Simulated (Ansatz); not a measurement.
# In(H2O)F3 (F3H2InO): structure and electronic state

Aim: characterise In(H2O)F3 (F3H2InO) as a singlet: its structure, frontier levels and distribution of charge.

Program: Ansatz 0.2.0, Gaussian basis. Level of theory: RKS PBE0-D4/def2-TZVP. These are calculated values, not measurements.

Plan: relaxation at PBE0-D4/def2-SVP; a search for the lowest solution at PBE0-D4/def2-SVP; a single point at PBE0-D4/def2-TZVP; harmonic vibrations at PBE0-D4/def2-SVP.

2 further runs of the same task are left out: 1 that didn't finish, 1 set aside as unsound or not needed. Runs told in other sessions of the task aren't counted.

## 1. The starting structure

7 atoms, charge 0, spin multiplicity 1.

Atoms are counted from 1 here; the program's logs count them from 0.

Bond lengths: In1–O2 2.310 Å, In1–F5 1.957 Å, In1–F6 1.970 Å, In1–F7 1.970 Å, O2–H3 0.969 Å, O2–H4 0.968 Å. Angles: O2–In1–F5 129.0°, O2–In1–F6 81.3°, O2–In1–F7 81.3°, F5–In1–F6 118.8°, F5–In1–F7 119.2°, F6–In1–F7 116.9°, In1–O2–H3 100.5°, In1–O2–H4 100.8°, H3–O2–H4 107.2°.

As a file:

```
In    0.29555   -0.07637   -0.92666
O     0.10936    0.05199    1.37187
H    -0.53487   -0.65307    1.53574
H    -0.35798    0.89423    1.46856
F     1.90432   -0.27529   -2.02240
F    -0.54894    1.69825   -0.79361
F    -0.86743   -1.63974   -0.63349
```

In takes a core potential in the def2 sets. No spin-orbit coupling is included.

The start is a GFN2-xTB geometry.

## 2. Relaxation at PBE0-D4/def2-SVP

The input, in.yaml:

```yaml
crystal:
  periodic: [false, false, false]
  atoms:
    - {symbol: In, position_ang: [0.295550, -0.076370, -0.926660]}
    - {symbol: O, position_ang: [0.109360, 0.051990, 1.371870]}
    - {symbol: H, position_ang: [-0.534870, -0.653070, 1.535740]}
    - {symbol: H, position_ang: [-0.357980, 0.894230, 1.468560]}
    - {symbol: F, position_ang: [1.904320, -0.275290, -2.022400]}
    - {symbol: F, position_ang: [-0.548940, 1.698250, -0.793610]}
    - {symbol: F, position_ang: [-0.867430, -1.639740, -0.633490]}
basis:
  gaussian: {orbitals: def2-SVP}
hamiltonian: {xc: pbe0, dispersion: d4}
scf: {omitted_lower_state_checks: [starts]}
output: {orbitals: {seedname: orbitals}}
relax: {f_tol: 0.02, max_steps: 100}
```

Launch:

```console
$ ansatz run in.yaml --threads 4 --pin off --events-out ev --progress --plain --max-ram 3916MiB
```

Standard output (excerpt; [...] marks lines left out):

```text
Functional definition: PBE0
  name "PBE0"
  cite "Adamo & Barone, J. Chem. Phys. 110, 6158 (1999) doi:10.1063/1.478522"
  cite "Perdew, Burke & Ernzerhof, Phys. Rev. Lett. 77, 3865 (1996) doi:10.1103/PhysRevLett.77.3865"
  parent pbe
[...]
1033 factors; integrals over basis functions are off by at most 2.8e-4 eV
[...]
mean field -15388.44995068 eV, -565.5151050214 hartree, gradient 2.1e-5 eV, S^2 0.000000; 0 other end points of the search recorded, 0 dependent functions left out
[...]
reference -15388.44999131 eV, -565.5151065146 hartree; 29, 29 occupied and 63, 63 virtual orbitals, 1033 factors
relax step   1: F+E_penalty+E_count = -15388.54018506 eV  Δ(F+E_penalty+E_count) = +0.000e0 eV  max|allowed force component| = 3.672e-1 eV/Å  Δτ_max = 0.0000 Å  (26 SCF iters, accepted)
[...]
relax step   6: F+E_penalty+E_count = -15388.58173106 eV  Δ(F+E_penalty+E_count) = -5.942e-4 eV  max|allowed force component| = 5.497e-2 eV/Å  Δτ_max = 0.0253 Å  (30 SCF iters, accepted)
[...]
relax step   7: F+E_penalty+E_count = -15388.58208583 eV  Δ(F+E_penalty+E_count) = -3.548e-4 eV  max|allowed force component| = 8.012e-3 eV/Å  Δτ_max = 0.0176 Å  (31 SCF iters, accepted)
[...]
1033 factors; integrals over basis functions are off by at most 2.3e-4 eV
mean field -15388.49089619 eV, -565.5166097413 hartree, gradient 1.6e-5 eV, S^2 0.000000; 0 other end points of the search recorded, 0 dependent functions left out
[...]
reference -15388.49093695 eV, -565.5166112392 hartree; 29, 29 occupied and 63, 63 virtual orbitals, 1033 factors
Total energy: -15388.58212659 eV, -565.5199623965 hartree
Atom 0 at     0.198456    -0.065891    -0.969696 Å, force    -0.001142     0.003853     0.000921 eV/Å
Atom 1 at     0.198785     0.045475     1.302913 Å, force    -0.006808     0.000234    -0.003730 eV/Å
Atom 2 at    -0.420195    -0.666238     1.533082 Å, force    -0.000982    -0.008012     0.002837 eV/Å
Atom 3 at    -0.281919     0.875231     1.455699 Å, force     0.007690     0.006809    -0.000184 eV/Å
Atom 4 at     1.949741    -0.275227    -1.776070 Å, force     0.002226    -0.000988     0.000290 eV/Å
Atom 5 at    -0.661578     1.690661    -0.852394 Å, force    -0.001959    -0.001664    -0.000098 eV/Å
Atom 6 at    -0.983280    -1.604011    -0.693524 Å, force     0.000976    -0.000232    -0.000036 eV/Å
Dipole moment:    -0.220442     0.052250     0.699544 e Å
Checks for a lower state left out: starts
```

Wall time 10 s (4 threads of Arm Neoverse V2, shared host).

The steps of the relaxation:

```csv
step,energy from step 1 (eV),largest force component (eV/Å)
1,0.0000,0.3672
2,-0.0291,0.2142
3,-0.0361,0.0967
4,-0.0381,0.1371
5,-0.0410,0.0923
6,-0.0415,0.0550
7,-0.0419,0.0080
```

Distances of close pairs at the start and the end, largest changes first:

```csv
bond,before (Å),after (Å),change (Å)
In1–O2,2.310,2.275,-0.034
In1–F5,1.957,1.939,-0.017
In1–F7,1.970,1.959,-0.011
In1–F6,1.970,1.959,-0.010
O2–H4,0.968,0.971,+0.003
O2–H3,0.969,0.971,+0.002
```

Bonds by kind at the end (by distance):

```csv
bond,count,shortest (Å),longest (Å)
F–In,3,1.939,1.959
In–O,1,2.275,2.275
H–O,2,0.971,0.971
```

## 3. Searching for the lowest solution, PBE0-D4/def2-SVP

start.molden holds the orbitals of an earlier run on this state, given as this run's starting guess.

The input, in.yaml:

```yaml
crystal:
  periodic: [false, false, false]
  atoms:
    - {symbol: In, position_ang: [0.198456, -0.065891, -0.969696]}
    - {symbol: O, position_ang: [0.198785, 0.045475, 1.302913]}
    - {symbol: H, position_ang: [-0.420195, -0.666238, 1.533082]}
    - {symbol: H, position_ang: [-0.281919, 0.875231, 1.455699]}
    - {symbol: F, position_ang: [1.949741, -0.275227, -1.776070]}
    - {symbol: F, position_ang: [-0.661578, 1.690661, -0.852394]}
    - {symbol: F, position_ang: [-0.983280, -1.604011, -0.693524]}
basis:
  gaussian: {orbitals: def2-SVP, initial_orbitals: start.molden}
hamiltonian: {xc: pbe0, dispersion: d4}
output: {orbitals: {seedname: orbitals}}
```

Same command.

Standard output:

```text
Functional definition: PBE0
  name "PBE0"
  cite "Adamo & Barone, J. Chem. Phys. 110, 6158 (1999) doi:10.1063/1.478522"
  cite "Perdew, Burke & Ernzerhof, Phys. Rev. Lett. 77, 3865 (1996) doi:10.1103/PhysRevLett.77.3865"
  parent pbe
  parameter a = 0.25
  parameter kappa = 0.804
  parameter beta = 0.06672455060314922
  exchange = (1 - a)*pbe_x(kappa = kappa, mu = beta*pi^2/3) + a*exact_x
  correlation = pbe_c(beta = beta)
952 factors; integrals over basis functions are off by at most 1.3e-3 eV
mean field evaluation 1: about -15388.3646 eV, gradient 6.8e-1 eV
mean field evaluation 2: about -15388.4907 eV, gradient 6.1e-4 eV
mean field evaluation 4: about -15388.4907 eV, gradient 9.2e-6 eV
mean field evaluation 8: about -15388.3386 eV, gradient 4.1e0 eV
mean field evaluation 16: about -15388.4907 eV, gradient 5.2e-3 eV
mean field -15388.49066628 eV, -565.5166012924 hartree, gradient 9.2e-6 eV, S^2 0.000000; 1 other end points of the search recorded, 0 dependent functions left out
reference -15388.49070728 eV, -565.5166027988 hartree; 29, 29 occupied and 63, 63 virtual orbitals, 952 factors
Total energy: -15388.58189691 eV, -565.5199539560 hartree
```

It took 1.1 s on 4 threads of Arm Neoverse V2, shared host.

Report: HOMO -10.17 eV, LUMO -2.22 eV.

## 4. Single point, PBE0-D4/def2-TZVP

Changes to in.yaml since step 3:

```diff
@@ -11,4 +11,5 @@
 basis:
-  gaussian: {orbitals: def2-SVP, initial_orbitals: start.molden}
+  gaussian: {orbitals: def2-TZVP, initial_orbitals: start.molden}
 hamiltonian: {xc: pbe0, dispersion: d4}
-output: {orbitals: {seedname: orbitals}}
+scf: {omitted_lower_state_checks: [starts]}
+output: {forces: true, orbitals: {seedname: orbitals}}
```

Same command.

Standard output (excerpt; [...] marks lines left out):

```text
Functional definition: PBE0
  name "PBE0"
  cite "Adamo & Barone, J. Chem. Phys. 110, 6158 (1999) doi:10.1063/1.478522"
  cite "Perdew, Burke & Ernzerhof, Phys. Rev. Lett. 77, 3865 (1996) doi:10.1103/PhysRevLett.77.3865"
  parent pbe
[...]
1188 factors; their error is unknown
[...]
mean field -15401.80231476 eV, -566.0057953507 hartree, gradient 2.1e-5 eV, S^2 0.000000; 0 other end points of the search recorded, 0 dependent functions left out
[...]
reference -15401.80236813 eV, -566.0057973122 hartree; 29, 29 occupied and 157, 157 virtual orbitals, 1188 factors
Total energy: -15401.89355776 eV, -566.0091484694 hartree
Atom 0 at     0.198456    -0.065891    -0.969696 Å, force     0.049601     0.002479     0.072891 eV/Å
Atom 1 at     0.198785     0.045475     1.302913 Å, force    -0.270681     0.022447    -0.047106 eV/Å
Atom 2 at    -0.420195    -0.666238     1.533082 Å, force     0.143236     0.067926    -0.006927 eV/Å
Atom 3 at    -0.281919     0.875231     1.455699 Å, force     0.134920    -0.094923    -0.000823 eV/Å
Atom 4 at     1.949741    -0.275227    -1.776070 Å, force    -0.334060     0.038243     0.134046 eV/Å
Atom 5 at    -0.661578     1.690661    -0.852394 Å, force     0.117849    -0.218503    -0.066567 eV/Å
Atom 6 at    -0.983280    -1.604011    -0.693524 Å, force     0.159134     0.182331    -0.085512 eV/Å
Dipole moment:    -0.212110     0.051365     0.696243 e Å
Checks for a lower state left out: starts
```

Wall time 2.8 s (4 threads of Arm Neoverse V2, shared host).

From the report: HOMO -10.53 eV, LUMO -2.49 eV.

Mulliken charges, from this run's orbitals:

```csv
atom,value (e)
In1,1.28
O2,-0.58
H3,0.38
H4,0.38
F5,-0.46
F6,-0.50
F7,-0.50
```

Largest Mayer bond orders: In1–F5 0.87; O2–H3 0.85; O2–H4 0.85; In1–F7 0.80; In1–F6 0.80; In1–O2 0.33.

## 5. Vibrations by finite differences

Changes to in.yaml since step 4:

```diff
@@ -11,5 +11,5 @@
 basis:
-  gaussian: {orbitals: def2-TZVP, initial_orbitals: start.molden}
+  gaussian: {orbitals: def2-SVP}
 hamiltonian: {xc: pbe0, dispersion: d4}
 scf: {omitted_lower_state_checks: [starts]}
-output: {forces: true, orbitals: {seedname: orbitals}}
+phonons: {temperatures: {t_min: 298.15, t_max: 900, t_step: 200}}
```

Same command.

Standard output (excerpt; [...] marks lines left out):

```text
Functional definition: PBE0
  name "PBE0"
  cite "Adamo & Barone, J. Chem. Phys. 110, 6158 (1999) doi:10.1063/1.478522"
  cite "Perdew, Burke & Ernzerhof, Phys. Rev. Lett. 77, 3865 (1996) doi:10.1103/PhysRevLett.77.3865"
  parent pbe
[...]
1032 factors; integrals over basis functions are off by at most 2.3e-4 eV
[...]
mean field -15388.49080490 eV, -565.5166063865 hartree, gradient 3.7e-5 eV, S^2 0.000000; 0 other end points of the search recorded, 0 dependent functions left out
[...]
reference -15388.49084589 eV, -565.5166078929 hartree; 29, 29 occupied and 63, 63 virtual orbitals, 1032 factors
[...]
1032 factors; integrals over basis functions are off by at most 2.3e-4 eV
mean field -15388.49070392 eV, -565.5166026753 hartree, gradient 2.2e-6 eV, S^2 0.000000; 0 other end points of the search recorded, 0 dependent functions left out
[...]
reference -15388.49074491 eV, -565.5166041816 hartree; 29, 29 occupied and 63, 63 virtual orbitals, 1032 factors
[...]
WARN: phonons: modes at or below zero, which the zero-point energy, F, S and C_V leave out: 1, the lowest at -59.97 cm⁻¹. A minimum has none, and a first-order saddle one
[...]
Total energy: -15388.58203553 eV, -565.5199590501 hartree
Atom 0 at     0.198456    -0.065891    -0.969696 Å, force    -0.000293     0.003769     0.001509 eV/Å
Atom 1 at     0.198785     0.045475     1.302913 Å, force    -0.007151     0.000221    -0.004041 eV/Å
Atom 2 at    -0.420195    -0.666238     1.533082 Å, force    -0.000954    -0.008020     0.003037 eV/Å
Atom 3 at    -0.281919     0.875231     1.455699 Å, force     0.007728     0.006836     0.000061 eV/Å
Atom 4 at     1.949741    -0.275227    -1.776070 Å, force     0.001992    -0.000967    -0.000063 eV/Å
Atom 5 at    -0.661578     1.690661    -0.852394 Å, force    -0.002145    -0.001737    -0.000307 eV/Å
Atom 6 at    -0.983280    -1.604011    -0.693524 Å, force     0.000823    -0.000102    -0.000195 eV/Å
Dipole moment:    -0.220445     0.052252     0.699544 e Å
Vibrations: -59.97 70.99 115.75 117.42 158.15 319.65 330.66 573.81 587.80 606.08 648.46 653.63 1612.65 3768.84 3861.17 cm⁻¹, zero-point energy 0.832247 eV
Checks for a lower state left out: starts
```

Run time: 36 s. Hardware: 4 threads of Arm Neoverse V2, shared host.

Motions are named by where the mode's potential energy lies. The modes, unscaled (a negative number is an imaginary wavenumber):

```csv
mode,cm⁻¹,motion
1,-60,bend
2,71,bend
3,116,bend with torsion
4,117,bend with torsion
5,158,bend
6,320,torsion
7,331,In–O stretch
8,574,bend
9,588,In–F stretch
10,606,In–F stretch
11,648,In–F stretch
12,654,bend
13,1613,bend
14,3769,O–H stretch
15,3861,O–H stretch
```

## 6. Results

| quantity | value |
| --- | --- |
| point group | Cs |
| commonest bond, hydrogen aside | F–In, 3 of mean length 1.953 Å |
| HOMO, LUMO at PBE0-D4/def2-TZVP | -10.53, -2.49 eV |
| dipole at PBE0-D4/def2-SVP | 3.53 D |
| lowest, highest wavenumber | -60, 3861 cm⁻¹ |

The molecule keeps its bonding pattern by the stored test; the atoms moved 0.14 Å (rms), and the angle O2–In1–F5 went from 129° to 115°. 1 imaginary mode (down to -60 cm⁻¹): a saddle, not a minimum, unless so soft a mode is numerical noise. The point group is read from a loosely relaxed geometry; soft torsions can leave it below the true symmetry.
